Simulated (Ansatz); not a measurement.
# ZnBiO: a trial structure relaxed, part 2 of 2

Where does this trial cell of ZnBiO go when cell and atoms are let free?

Ansatz 0.2.0; DFT PBE, scalar-relativistic, plane waves, PAW.

## (4) Another rough relaxation

The end of the coarse run is made exact in the group found at a tolerance of 0.06 Å and reduced to its primitive cell.

input.yaml reads:

```yaml
crystal:
  lattice:
    - [4.1979731725, 0.0, 0.0]
    - [0.0, 4.1979731725, 0.0]
    - [0.0, 0.0, 3.6444427641]
  atoms:
    - { symbol: Zn, position: [0.5, 0.5, 0.5] }
    - { symbol: Bi, position: [0.0, 0.0, 0.5] }
    - { symbol: O, position: [0.5, 0.5, 0.0] }
basis:
  ecutwfc: 420
kpoints:
  mp_grid: { grid: [4, 4, 6] }
hamiltonian:
  xc: pbe
scf:
  occupations: { method: gaussian, width: 0.1 }
  lower_state_search: "off"
output:
  forces: true
  stress: true
  eigenvalues: true
relax:
  adjacent_minimum: "off"
  f_tol: 0.04
  max_steps: 70
  cell: { stress_tol: 0.4 }
```

Run with:

```bash
$ ansatz run input.yaml --threads 1 --pin off --max-ram 2560MiB --backend cpu --events-out ev --progress --plain --runs-dir out
```

Standard output:

```text
Warning: RAYON_NUM_THREADS=1 ignored (pool sized by the plan → 1); use --threads N
Engine: ansatz 0.2.0, x86_64-unknown-linux-gnu
Pseudopotentials: kind: paw
Pseudopotential: Zn, paw, valence charge 12, recommended cutoff 420 eV (normal), Zn.paw.azcp
Pseudopotential: Bi, paw, valence charge 15, recommended cutoff 420 eV (normal), Bi.paw.azcp
Pseudopotential: O, paw, valence charge 6, recommended cutoff 420 eV (normal), O.paw.azcp
Functional definition: PBE
  parameter kappa = 0.804
  parameter beta = 0.06672455060314922
  exchange = pbe_x(kappa = kappa, mu = beta*pi^2/3)
  correlation = pbe_c(beta = beta)
Crystal: 3 atoms, lattice volume = 64.226 Å³
Basis set: ecut = 420 eV, 1241 PW (Γ), exchange–correlation on 60×60×50 points (8 copies of the dense FFT grid, shifted against one another)
Bands: 21, of which v1, the nominal top of the filled ones, is band 17 counted from 1 (16 counted from 0)
Symmetry: 16 space group operations
Space group: P4/mmm (ITA 123), of the structure as read, at distance tolerance 4.0e-5 Å
k-points: 24 of 96
Non-local potential: Zn, projectors of the file, l = 0: 2, l = 1: 2, l = 2: 3, l = 3: 1
Non-local potential: Bi, projectors of the file, l = 0: 2, l = 1: 2, l = 2: 2, l = 3: 2
Non-local potential: O, projectors of the file, l = 0: 2, l = 1: 2, l = 2: 1
PAW form: soft (Blöchl's): semilocal exchange-correlation on the pseudo side does not see the compensation charge
PAW one-centre angular grid: Zn, 590 points (default); XC on 64 Gauss nodes
PAW one-centre angular grid: Bi, 590 points (default); XC on 64 Gauss nodes
PAW one-centre angular grid: O, 110 points (default); XC on 64 Gauss nodes
Initial density: superposition of atomic densities (neutral atoms: chi_scale 0, normalization atom), corrected by the library's trained network
Initial wavefunctions: pseudopotential atomic-orbital guess
Functional: x = pbe(κ = 0.804, μ = 0.2195149727645171), c = pbe(β = 0.06672455060314922)
SCF iter   1: F=—  HF=-16281.016226 eV  |F-HF|=—  |Δ(HF+E_count)|=         —  Δρ=2.84e-3  dr2=4.96e-3  ethr=1.77e-3  ⟨swp⟩=6.1  Hψ=2532  notcnv=0
preconditioner: auto → LDOS  [metal: Δε(μ)=0.076 eV  Ē_g=15.866 eV  σ=0.100 eV  W_gap=0.38  n_scr=18 (ndim 8)  ℏωp=26.6 eV  f_vac=0.023  D(μ)=2.24/eV (n_scr^D=18)  β→1.0]
SCF iter   2: F=—  HF=-16281.015305 eV  |F-HF|=—  |Δ(HF+E_count)|=   9.21e-4  Δρ=1.06e-3  dr2=4.32e-4  ethr=1.50e-5  ⟨swp⟩=2.0  Hψ=980  notcnv=0
SCF iter   3: F=—  HF=-16281.015564 eV  |F-HF|=—  |Δ(HF+E_count)|=   2.59e-4  Δρ=1.24e-3  dr2=5.60e-4  ethr=1.31e-6  ⟨swp⟩=2.1  Hψ=778  notcnv=0
SCF iter   4: F=—  HF=-16281.015337 eV  |F-HF|=—  |Δ(HF+E_count)|=   2.27e-4  Δρ=2.26e-4  dr2=2.02e-5  ethr=1.31e-6  ⟨swp⟩=2.0  Hψ=699  notcnv=0
SCF iter   5: F=—  HF=-16281.015585 eV  |F-HF|=—  |Δ(HF+E_count)|=   2.49e-4  Δρ=3.50e-5  dr2=6.88e-7  ethr=6.13e-8  ⟨swp⟩=2.0  Hψ=765  notcnv=0
SCF iter   6: F=-16281.015585 eV  HF=-16281.015585 eV  |F-HF|=2.41e-8  |Δ(HF+E_count)|=   8.18e-8  Δρ=1.40e-5  dr2=8.25e-8  ethr=3.03e-10  ⟨swp⟩=7.8  Hψ=2758  notcnv=0
SCF 1 converged in 6 iterations: F = -16281.015585 eV  dr2 = 8.25e-8
relax step   1: F+E_penalty+E_count = -16281.01558547 eV  Δ(F+E_penalty+E_count) = +0.000e0 eV  max|allowed force component| = 1.670e-29 eV/Å  Δτ_max = 0.0000 Å  P = -0.697 GPa  Ω = 64.226 Å³  (6 SCF iters, dr2 threshold 1.00e-7 eV, accepted)
Crystal: 3 atoms, lattice volume = 64.930 Å³
Basis set: ecut = 420 eV, 1237 PW (Γ), exchange–correlation on 60×60×50 points (8 copies of the dense FFT grid, shifted against one another)
Initial density: handed on by an earlier stage of this run
Initial wavefunctions: those handed on with the density
iter 1 solved again at ethr=9.62e-6 eV; its pass at ethr=3.10e-3 eV (dr2=3.17e-3 eV) is discarded
SCF iter   1: F=—  HF=-16281.024982 eV  |F-HF|=—  |Δ(HF+E_count)|=         —  Δρ=2.04e-3  dr2=3.18e-3  ethr=9.62e-6  ⟨swp⟩=1.3  Hψ=2876  notcnv=0
preconditioner: auto → LDOS  [metal: Δε(μ)=0.059 eV  Ē_g=15.830 eV  σ=0.100 eV  W_gap=0.32  n_scr=18 (ndim 8)  ℏωp=26.5 eV  f_vac=0.020  D(μ)=2.42/eV (n_scr^D=18)  β→1.0]
SCF iter   2: F=—  HF=-16281.024348 eV  |F-HF|=—  |Δ(HF+E_count)|=   6.34e-4  Δρ=7.76e-4  dr2=5.37e-4  ethr=9.62e-6  ⟨swp⟩=2.2  Hψ=638  notcnv=0
SCF iter   3: F=—  HF=-16281.024314 eV  |F-HF|=—  |Δ(HF+E_count)|=   3.36e-5  Δρ=4.51e-4  dr2=1.56e-4  ethr=1.63e-6  ⟨swp⟩=2.0  Hψ=811  notcnv=0
SCF iter   4: F=—  HF=-16281.024605 eV  |F-HF|=—  |Δ(HF+E_count)|=   2.91e-4  Δρ=4.30e-4  dr2=7.87e-5  ethr=4.72e-7  ⟨swp⟩=2.2  Hψ=790  notcnv=0
SCF iter   5: F=—  HF=-16281.024574 eV  |F-HF|=—  |Δ(HF+E_count)|=   3.07e-5  Δρ=9.64e-5  dr2=6.93e-6  ethr=2.38e-7  ⟨swp⟩=2.0  Hψ=696  notcnv=0
SCF iter   6: F=—  HF=-16281.024574 eV  |F-HF|=—  |Δ(HF+E_count)|=   6.52e-7  Δρ=2.83e-5  dr2=4.58e-7  ethr=2.10e-8  ⟨swp⟩=2.2  Hψ=747  notcnv=0
SCF iter   7: F=-16281.024574 eV  HF=-16281.024574 eV  |F-HF|=7.79e-9  |Δ(HF+E_count)|=   1.56e-7  Δρ=9.09e-6  dr2=4.10e-8  ethr=9.09e-10  ⟨swp⟩=5.6  Hψ=2306  notcnv=0
SCF 2 converged in 7 iterations: F = -16281.024574 eV  dr2 = 4.10e-8
relax step   2: F+E_penalty+E_count = -16281.02457398 eV  Δ(F+E_penalty+E_count) = -8.989e-3 eV  max|allowed force component| = 1.157e-29 eV/Å  Δτ_max = 0.0000 Å  P = -0.800 GPa  Ω = 64.930 Å³  energy of the carried Pulay correction = -1.231e-3 eV  (7 SCF iters, dr2 threshold 3.00e-7 eV, accepted)
Crystal: 3 atoms, lattice volume = 64.231 Å³
Basis set: ecut = 420 eV, 1243 PW (Γ), exchange–correlation on 60×60×50 points (8 copies of the dense FFT grid, shifted against one another)
iter 1 solved again at ethr=5.62e-5 eV; its pass at ethr=3.10e-3 eV (dr2=1.85e-2 eV) is discarded
SCF iter   1: F=—  HF=-16281.032339 eV  |F-HF|=—  |Δ(HF+E_count)|=         —  Δρ=5.71e-3  dr2=1.85e-2  ethr=5.62e-5  ⟨swp⟩=1.0  Hψ=3185  notcnv=0
preconditioner: auto → LDOS  [metal: Δε(μ)=0.067 eV  Ē_g=15.910 eV  σ=0.100 eV  W_gap=0.33  n_scr=18 (ndim 8)  ℏωp=26.6 eV  f_vac=0.018  D(μ)=2.87/eV (n_scr^D=26)  β→1.0]
SCF iter   2: F=—  HF=-16281.028460 eV  |F-HF|=—  |Δ(HF+E_count)|=   3.88e-3  Δρ=1.85e-3  dr2=2.86e-3  ethr=5.62e-5  ⟨swp⟩=2.4  Hψ=744  notcnv=0
SCF iter   3: F=—  HF=-16281.028852 eV  |F-HF|=—  |Δ(HF+E_count)|=   3.92e-4  Δρ=2.16e-3  dr2=2.10e-3  ethr=8.67e-6  ⟨swp⟩=2.0  Hψ=672  notcnv=0
SCF iter   4: F=—  HF=-16281.028308 eV  |F-HF|=—  |Δ(HF+E_count)|=   5.44e-4  Δρ=8.74e-4  dr2=5.66e-4  ethr=6.35e-6  ⟨swp⟩=2.0  Hψ=730  notcnv=0
SCF iter   5: F=—  HF=-16281.028225 eV  |F-HF|=—  |Δ(HF+E_count)|=   8.22e-5  Δρ=3.19e-4  dr2=1.04e-4  ethr=1.72e-6  ⟨swp⟩=2.1  Hψ=754  notcnv=0
SCF iter   6: F=—  HF=-16281.028626 eV  |F-HF|=—  |Δ(HF+E_count)|=   4.01e-4  Δρ=1.17e-4  dr2=9.19e-6  ethr=3.14e-7  ⟨swp⟩=2.7  Hψ=771  notcnv=0
SCF iter   7: F=—  HF=-16281.028625 eV  |F-HF|=—  |Δ(HF+E_count)|=   1.08e-6  Δρ=2.88e-5  dr2=6.54e-7  ethr=2.78e-8  ⟨swp⟩=2.9  Hψ=963  notcnv=0
SCF iter   8: F=-16281.028625 eV  HF=-16281.028625 eV  |F-HF|=9.24e-10  |Δ(HF+E_count)|=   1.43e-7  Δρ=7.21e-6  dr2=2.31e-8  ethr=9.09e-10  ⟨swp⟩=7.3  Hψ=2677  notcnv=0
SCF 3 converged in 8 iterations: F = -16281.028625 eV  dr2 = 2.31e-8
relax step   3: F+E_penalty+E_count = -16281.02862505 eV  Δ(F+E_penalty+E_count) = -4.051e-3 eV  max|allowed force component| = 1.394e-29 eV/Å  Δτ_max = 0.0000 Å  P = +1.277 GPa  Ω = 64.231 Å³  energy of the carried Pulay correction = -5.283e-4 eV  (8 SCF iters, dr2 threshold 3.00e-7 eV, accepted)
Crystal: 3 atoms, lattice volume = 65.164 Å³
Basis set: ecut = 420 eV, 1259 PW (Γ), exchange–correlation on 60×60×50 points (8 copies of the dense FFT grid, shifted against one another)
iter 1 solved again at ethr=6.45e-6 eV; its pass at ethr=3.10e-3 eV (dr2=2.13e-3 eV) is discarded
SCF iter   1: F=—  HF=-16281.032409 eV  |F-HF|=—  |Δ(HF+E_count)|=         —  Δρ=1.87e-3  dr2=1.68e-3  ethr=6.45e-6  ⟨swp⟩=2.2  Hψ=2982  notcnv=0
preconditioner: auto → LDOS  [metal: Δε(μ)=0.046 eV  Ē_g=15.856 eV  σ=0.100 eV  W_gap=0.25  n_scr=18 (ndim 8)  ℏωp=26.4 eV  f_vac=0.020  D(μ)=2.69/eV (n_scr^D=26)  β→1.0]
SCF iter   2: F=—  HF=-16281.032050 eV  |F-HF|=—  |Δ(HF+E_count)|=   3.59e-4  Δρ=5.57e-4  dr2=1.79e-4  ethr=5.09e-6  ⟨swp⟩=2.0  Hψ=750  notcnv=0
SCF iter   3: F=—  HF=-16281.032464 eV  |F-HF|=—  |Δ(HF+E_count)|=   4.14e-4  Δρ=7.45e-4  dr2=2.14e-4  ethr=5.43e-7  ⟨swp⟩=2.1  Hψ=744  notcnv=0
SCF iter   4: F=—  HF=-16281.032387 eV  |F-HF|=—  |Δ(HF+E_count)|=   7.68e-5  Δρ=1.81e-4  dr2=2.17e-5  ethr=5.43e-7  ⟨swp⟩=2.0  Hψ=705  notcnv=0
SCF iter   5: F=—  HF=-16281.032384 eV  |F-HF|=—  |Δ(HF+E_count)|=   3.81e-6  Δρ=5.26e-5  dr2=3.05e-6  ethr=6.58e-8  ⟨swp⟩=2.1  Hψ=712  notcnv=0
SCF iter   6: F=—  HF=-16281.032383 eV  |F-HF|=—  |Δ(HF+E_count)|=   5.33e-7  Δρ=2.23e-5  dr2=3.66e-7  ethr=9.25e-9  ⟨swp⟩=2.5  Hψ=812  notcnv=0
SCF iter   7: F=-16281.032383 eV  HF=-16281.032383 eV  |F-HF|=3.62e-8  |Δ(HF+E_count)|=   4.39e-8  Δρ=7.48e-6  dr2=5.07e-8  ethr=9.09e-10  ⟨swp⟩=5.1  Hψ=2022  notcnv=0
SCF 4 converged in 7 iterations: F = -16281.032383 eV  dr2 = 5.07e-8
relax step   4: F+E_penalty+E_count = -16281.03238296 eV  Δ(F+E_penalty+E_count) = -3.758e-3 eV  max|allowed force component| = 1.762e-29 eV/Å  Δτ_max = 0.0000 Å  P = +0.040 GPa  Ω = 65.164 Å³  energy of the carried Pulay correction = -1.864e-3 eV  (7 SCF iters, dr2 threshold 3.00e-7 eV, accepted)
Basis set: ecut = 420 eV, 1259 PW (Γ), exchange–correlation on 60×60×48 points (8 copies of the dense FFT grid, shifted against one another)
Initial wavefunctions: pseudopotential atomic-orbital guess (no wavefunctions were taken with the density)
iter 1 solved again at ethr=1.62e-7 eV; its pass at ethr=3.10e-3 eV (dr2=5.36e-5 eV) is discarded
SCF iter   1: F=—  HF=-16281.033799 eV  |F-HF|=—  |Δ(HF+E_count)|=         —  Δρ=3.11e-4  dr2=3.44e-6  ethr=1.62e-7  ⟨swp⟩=3.3  Hψ=3990  notcnv=0
preconditioner: auto → LDOS  [metal: Δε(μ)=0.035 eV  Ē_g=15.852 eV  σ=0.100 eV  W_gap=0.20  n_scr=18 (ndim 8)  ℏωp=26.4 eV  f_vac=0.020  D(μ)=2.74/eV (n_scr^D=26)  β→1.0]
SCF iter   2: F=—  HF=-16281.034952 eV  |F-HF|=—  |Δ(HF+E_count)|=   1.15e-3  Δρ=6.41e-5  dr2=1.53e-6  ethr=1.04e-8  ⟨swp⟩=2.0  Hψ=790  notcnv=0
SCF iter   3: F=—  HF=-16281.034951 eV  |F-HF|=—  |Δ(HF+E_count)|=   7.76e-7  Δρ=3.25e-5  dr2=4.42e-7  ethr=4.62e-9  ⟨swp⟩=2.0  Hψ=728  notcnv=0
SCF iter   4: F=—  HF=-16281.034951 eV  |F-HF|=—  |Δ(HF+E_count)|=   1.29e-8  Δρ=1.70e-5  dr2=1.28e-7  ethr=1.34e-9  ⟨swp⟩=2.0  Hψ=690  notcnv=0
SCF iter   5: F=—  HF=-16281.034951 eV  |F-HF|=—  |Δ(HF+E_count)|=   3.37e-7  Δρ=7.86e-6  dr2=4.28e-8  ethr=3.87e-10  ⟨swp⟩=2.1  Hψ=613  notcnv=0
SCF iter   6: F=—  HF=-16281.034951 eV  |F-HF|=—  |Δ(HF+E_count)|=   2.10e-8  Δρ=2.75e-6  dr2=6.16e-9  ethr=1.30e-10  ⟨swp⟩=1.6  Hψ=529  notcnv=0
SCF iter   7: F=-16281.034951 eV  HF=-16281.034951 eV  |F-HF|=1.64e-11  |Δ(HF+E_count)|=  5.24e-10  Δρ=4.92e-7  dr2=1.50e-10  ethr=5.82e-12  ⟨swp⟩=5.2  Hψ=1933  notcnv=0
SCF 5 converged in 7 iterations: F = -16281.034951 eV  dr2 = 1.50e-10
relax step   5: F+E_penalty+E_count = -16281.03495111 eV  Δ(F+E_penalty+E_count) = -2.568e-3 eV  max|allowed force component| = 1.735e-29 eV/Å  Δτ_max = 0.0000 Å  P = +0.090 GPa  Ω = 65.164 Å³  stress off target by 9.25e-2 GPa  SCF on the basis re-selected at this cell (its energy is not comparable with the rows above)  (7 SCF iters)
basis re-selected at this cell: Δ(F+E_penalty+E_count) = -2.568e-3 eV, ΔP = +0.049 GPa vs the last step (what re-selecting the basis moved, of the pressure what is left beyond the Pulay correction that the steps carried, after the strain that the cell walked since its last selection, with what the two solves' SCF thresholds leave and, on support functions, any second-order correction that the steps lacked; it is no measure of the basis error at this ecutwfc). The dense FFT grid was sized anew with the basis: this SCF ran on 30×30×24 points, the steps before it on 30×30×25, so part of this shift can come from that change (see relax.cell in the input reference). This SCF's stress stands 9.25e-2 GPa from its target on what of the cell is left free (relax.cell.stress_tol is 4.00e-1 GPa) and its largest allowed force component is 1.74e-29 eV/Å (relax.f_tol is 4.00e-2 eV/Å): within both
SCF converged after 7 iterations
Free energy (F): -16281.034951 eV
Harris-Foulkes:  -16281.034951 eV  (|F-HF|=1.64e-11)
Internal energy: -16281.021233 eV  (E = F + TS)
E sigma→0 (E₀):  -16281.028092 eV
Entropy (-TS):   -0.013718 eV (-4.573 meV/atom)
Fermi energy:    7.589891 eV
--- Per-component energies (eV) ---
  E_band       = -126.594923
  E_kinetic    = 604.263043
  E_local      = -3859.899834  (includes V_loc(G=0)·N_el)
  E_nonlocal   = 1220.603452
  E_hartree    = 1455.178173
  E_xc         = -360.336936
  E_vxc        = -287.758565  (∫ρ·V_xc dr)
  E_paw        = -12646.476511  (= ΣΔE_a)
  E_vpaw       = -714.161252  (= ΣTr[D̂ρ^β])
  E_aug_tail   = 0.001622  (compensation charges beyond the density's cutoff)
  E_ewald      = -2694.354242
  E_smearing   = -0.013718  (= −TS)
  E_closure    = 0.000000  (closes the sum)
  Σ components = -16281.034951   (vs F -16281.034951, Δ=0.00e0)
--- Forces (eV/Å), atoms counted from 1 ---
  atom   1  Zn     0.00000000     0.00000000     0.00000000
  atom   2  Bi    -0.00000000    -0.00000000     0.00000000
  atom   3  O      0.00000000     0.00000000     0.00000000
  max |Σ_I F_I| component: 4.50e-29 eV/Å
--- Stress (GPa, compression-positive) ---
        0.088484       0.000000       0.000000
        0.000000       0.088484       0.000000
        0.000000       0.000000       0.092527
  P = ⅓ Tr σ = 0.0898 GPa (0.898 kbar)
--- Band table (eV; the first three rows and the last of 24) ---
  k-point 0: bands = ["-15.2318", "-15.2313", "-15.2209", "-15.1525", "-15.1525", "-10.6169", "-3.6517", "0.7690", "0.7789", "0.9522", "0.9522", "1.6658", "3.0364", "4.3523", "4.3523", "8.3974", "8.3974", "9.3972", "10.7868", "12.3410", "14.8434"]
  k-point 1: bands = ["-15.2306", "-15.2201", "-15.2050", "-15.1603", "-15.1603", "-10.4839", "-3.4845", "0.6601", "0.7728", "0.7810", "0.8192", "0.8192", "3.4342", "4.7109", "4.7109", "8.3831", "8.3831", "8.7147", "10.3180", "12.6055", "16.5278"]
  k-point 2: bands = ["-15.2292", "-15.2184", "-15.1760", "-15.1760", "-15.1513", "-10.1917", "-3.1275", "-0.6463", "0.5944", "0.5944", "0.7804", "0.7853", "3.7786", "5.5224", "5.5224", "6.2505", "8.1852", "8.1852", "12.1705", "13.3702", "16.1738"]
  k-point 23: bands = ["-15.2403", "-15.1908", "-15.1884", "-15.1884", "-15.1123", "-9.9970", "-2.1103", "-1.1963", "0.4489", "0.4489", "0.8551", "1.0698", "3.1824", "5.5680", "5.5680", "5.7874", "5.7874", "5.8376", "13.2343", "14.2532", "14.2532"]
--- Relaxed structure (4 steps of the walk, 4 accepted, 1 SCFs on fresh bases) ---
  F+E_penalty+E_count = -16281.03495111 eV   max|allowed force component| = 1.735e-29 eV/Å   (the final SCF, on the basis selected at the relaxed cell)
  cell:  # Å, volume = 65.1638 Å³
    - [4.267203732342937, -5.047194051880607e-34, 0.0]
    - [-5.047194051880607e-34, 4.267203732342937, 0.0]
    - [0.0, 0.0, 3.578653445679792]
  atoms:
    - { symbol: Zn, position: [0.5, 0.5, 0.5] }
    - { symbol: Bi, position: [-4.9581275971243644e-36, -8.960471561068128e-38, 0.5] }
    - { symbol: O, position: [0.5, 0.5, 0.0] }
```

It took 9.4 s on 1 thread of Intel Xeon at 2.60GHz (Ice Lake), shared host; peak memory 0.43 GiB.

Step by step:

```csv
step,E - E(step 1) (eV/cell),largest force component (eV/Å),pressure (GPa),volume (Å³)
1,0.0000,0.0000,-0.70,64.23
2,-0.0090,0.0000,-0.80,64.93
3,-0.0130,0.0000,1.28,64.23
4,-0.0168,0.0000,0.04,65.16
5,-0.0194,0.0000,0.09,65.16
```

Step 1 is the start. Step 5 repeats the geometry before it on a plane-wave basis chosen anew for that cell, so its energy need not be comparable with the rows above.

|  | before | after | change |
| --- | --- | --- | --- |
| a (Å) | 4.198 | 4.267 | +1.6 % |
| b (Å) | 4.198 | 4.267 | +1.6 % |
| c (Å) | 3.644 | 3.579 | -1.8 % |
| volume (Å³/atom) | 21.41 | 21.72 | +1.5 % |
| shortest distance (Å) | 1.822 | 1.789 | -1.8 % |
| space group (0.01 Å) | P4/mmm | P4/mmm | same |

Forces and stress were held to the start's 16 operations: a distortion of lower symmetry was not tested.

## (5) Full relaxation

The end of the coarse run is made exact in the group found at a tolerance of 0.06 Å and reduced to its primitive cell.

input.yaml reads:

```yaml
crystal:
  lattice:
    - [4.2672037323, 0.0, 0.0]
    - [0.0, 4.2672037323, 0.0]
    - [0.0, 0.0, 3.5786534457]
  atoms:
    - { symbol: Zn, position: [0.5, 0.5, 0.5] }
    - { symbol: Bi, position: [0.0, 0.0, 0.5] }
    - { symbol: O, position: [0.5, 0.5, 0.0] }
basis:
  ecutwfc: 420
kpoints:
  mp_grid: { grid: [12, 12, 14] }
hamiltonian:
  xc: pbe
scf:
  occupations: { method: gaussian, width: 0.1 }
output:
  forces: true
  stress: true
  eigenvalues: true
  write_density: true
  write_potential: true
  elf: true
  volumetric_format: npy
relax:
  adjacent_minimum: "off"
  f_tol: 0.01
  max_steps: 80
  cell: { stress_tol: 0.05 }
```

Run with:

```bash
$ ansatz run input.yaml --threads 1 --pin off --max-ram 2560MiB --backend cpu --events-out ev --progress --plain --runs-dir out
```

Standard output (excerpt; [...] marks lines left out):

```text
Warning: RAYON_NUM_THREADS=1 ignored (pool sized by the plan → 1); use --threads N
[...]
[... 5 set-up lines as earlier in the session ...]
[...]
Crystal: 3 atoms, lattice volume = 65.164 Å³
Basis set: ecut = 420 eV, 1259 PW (Γ), exchange–correlation on 60×60×48 points (8 copies of the dense FFT grid, shifted against one another)
Bands: 21, of which v1, the nominal top of the filled ones, is band 17 counted from 1 (16 counted from 0)
[... 2 set-up lines as earlier in the session ...]
k-points: 224 of 2016
[...]
        0.003045       0.000000       0.000000
        0.000000       0.003045       0.000000
        0.000000       0.000000       0.009510
  P = ⅓ Tr σ = 0.0052 GPa (0.052 kbar)
--- Band table (eV; the first three rows and the last of 224) ---
  k-point 0: bands = ["-15.3049", "-15.2903", "-15.2805", "-15.2233", "-15.2233", "-10.5879", "-3.7005", "0.7530", "0.7626", "0.9439", "0.9439", "1.6476", "3.0503", "4.3564", "4.3564", "8.3549", "8.3549", "9.3305", "10.6801", "12.3039", "14.7478"]
[...]
--- Relaxed structure (4 steps of the walk, 4 accepted, 1 SCFs on fresh bases) ---
  F+E_penalty+E_count = -16280.96574046 eV   max|allowed force component| = 9.992e-30 eV/Å   (the final SCF, on the basis selected at the relaxed cell)
  cell:  # Å, volume = 65.4116 Å³
    - [4.269447321489757, -6.382121759447904e-35, 0.0]
    - [-6.382121759447904e-35, 4.269447321489757, 0.0]
    - [0.0, 0.0, 3.588487634755503]
  atoms:
    - { symbol: Zn, position: [0.5, 0.5, 0.4999999999999999] }
    - { symbol: Bi, position: [5.286120453691361e-35, 6.552556204408972e-36, 0.4999999999999999] }
    - { symbol: O, position: [0.5, 0.5, 0.0] }
```

Wall time 68 s (1 thread of Intel Xeon at 2.60GHz (Ice Lake), shared host); peak memory 0.6 GiB.

Relaxation path:

| step | energy from step 1 (eV/cell) | largest force component (eV/Å) | pressure (GPa) | volume (Å³) |
| --- | --- | --- | --- | --- |
| 1 | 0.0000 | 0.0000 | 0.37 | 65.16 |
| 2 | 0.0000 | 0.0000 | 0.13 | 65.42 |
| 3 | 0.0000 | 0.0000 | 0.01 | 65.47 |
| 4 | -0.0002 | 0.0000 | 0.00 | 65.41 |
| 5 | -0.0005 | 0.0000 | 0.01 | 65.41 |

Step 1 is the start. Step 5 repeats the geometry before it on a plane-wave basis chosen anew for that cell, so its energy need not be comparable with the rows above.

|  | before | after | change |
| --- | --- | --- | --- |
| a (Å) | 4.267 | 4.269 | +0.1 % |
| b (Å) | 4.267 | 4.269 | +0.1 % |
| c (Å) | 3.579 | 3.588 | +0.3 % |
| volume (Å³/atom) | 21.72 | 21.80 | +0.4 % |
| shortest distance (Å) | 1.789 | 1.794 | +0.3 % |
| space group (0.01 Å) | P4/mmm | P4/mmm | same |

Forces and stress were held to the start's 16 operations: a distortion of lower symmetry was not tested.

Density in a lattice plane of the grid's cell (edges 4.27 and 3.59 Å, at 0.500 of the third edge), which holds Zn and O.

Ten even steps from '0' (0.02 e/Å³) to '9' (45.81 e/Å³):
```
000000000001110000000000
000000000000000000000000
000000000000000000000000
000000000000000000000000
000000000000000000000000
000000000001110000000000
000000000014541000000000
000000000026962000000000
000000000014541000000000
000000000001110000000000
000000000000000000000000
000000000000000000000000
000000000000000000000000
000000000000000000000000
000000000001110000000000
000000000011111000000000
```
Columns run along the first of these edges and rows up along the second, over one cell in 24 and 16 even steps from the bottom left corner. Atoms in the plane (fractional): Zn at (0.50, 0.50), O at (0.50, 0.00).

ELF in the same plane.

Values, 10 rows by 12 columns:
```
0.02 0.03 0.10 0.42 0.75 0.78 0.64 0.78 0.75 0.42 0.10 0.03
0.05 0.05 0.08 0.21 0.42 0.57 0.62 0.57 0.42 0.21 0.08 0.05
0.11 0.12 0.12 0.14 0.16 0.16 0.15 0.16 0.16 0.14 0.12 0.12
0.19 0.19 0.18 0.17 0.16 0.03 0.00 0.03 0.16 0.17 0.18 0.19
0.22 0.22 0.20 0.19 0.14 0.00 0.00 0.00 0.14 0.19 0.20 0.22
0.19 0.19 0.18 0.17 0.16 0.03 0.00 0.03 0.16 0.17 0.18 0.19
0.11 0.12 0.12 0.14 0.16 0.16 0.15 0.16 0.16 0.14 0.12 0.12
0.05 0.05 0.08 0.21 0.42 0.57 0.62 0.57 0.42 0.21 0.08 0.05
0.02 0.03 0.10 0.42 0.75 0.78 0.64 0.78 0.75 0.42 0.10 0.03
0.02 0.03 0.14 0.53 0.81 0.70 0.23 0.70 0.81 0.53 0.14 0.03
```
Columns run along the first of these edges and rows up along the second, over one cell in 12 and 10 even steps from the bottom left corner. Atoms in the plane (fractional): Zn at (0.50, 0.50), O at (0.50, 0.00).

Both are smooth fields of the valence electrons: close to the nuclei they are not physical.

Outside the cores ELF peaks at 0.84 beside O, off the lines to its neighbours, 0.6 Å from O; 0.78 in the shell around O, 0.6 Å from O; 0.46 beside Bi, off the lines to its neighbours, 1.4 Å from Bi.

## (6) Results

The summary covers parts 1 to 2. Changes of volume or cell count from the first structure of part 1.

| quantity | value |
| --- | --- |
| symmetry at the end (tolerance 0.05 Å) | space group P4/mmm (No. 123) |
| conventional cell | a = 4.269 Å, b = 4.269 Å, c = 3.588 Å, α = 90.00°, β = 90.00°, γ = 90.00° |
| volume | 21.80 Å³/atom |
| energy over the elements (uncorrected; H, N, O, F and Cl as molecules) | -0.14 eV/atom |
| gap on the mesh | none (metal) |

**Reading.** The space group P4/mmm (No. 123) is kept, and the volume per atom grows by 19.6 % from the first guess. It lies below the elements, which doesn't yet make it stable: competing phases were not computed in this session. No finished test with a distortion of lower symmetry is shown, so the end may be a saddle point. The runs treat Bi without spin-orbit coupling. Spin polarisation is off in the runs that give these values; a magnetic solution could lie lower.
